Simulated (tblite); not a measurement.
# CH4F3OPSi2: the cost of one run

Computed with tblite 0.8.0 and PySCF 2.14.0; each step states its level. No surroundings beyond the atoms listed, unless a continuum is named. Atoms count from 0, parts from 1.

## 1. The system as given

12 atoms, charge 0, multiplicity 3; geometry: distance geometry start.

## 2. Geometry optimisation with GFN2-xTB

The job: settings as JSON, then the geometry in Å.

```
{"job": {"kind": "relax", "xc": "GFN2-xTB", "basis": "xTB"}, "charge": 0, "multiplicity": 3}
C      1.183409    -1.887143    -0.603776
O      1.578424    -1.569616    -1.880198
Si     2.121095     0.036223    -2.414048
F      2.617330    -0.038986    -3.998865
F      0.849888     1.140191    -2.228785
F      3.407749     0.542515    -1.435597
P      0.554275    -2.047412     1.086925
Si     0.861315    -0.288323     2.361379
H      0.732112    -3.274342     1.700748
H      2.028282    -0.489673     3.168292
H     -0.257439    -0.144398     3.219910
H      1.026230     0.858363     1.572605
```

Method: GFN2-xTB geometry optimisation, gas phase.

Started as:

```
OMP_NUM_THREADS=1 python cluster_run.py task.json out
```

One launch serves the whole session: the jobs run in the order shown.

Q: Estimate the wall time of this first job on 1 thread of Arm Neoverse V1, shared host.

About 5.4 s.
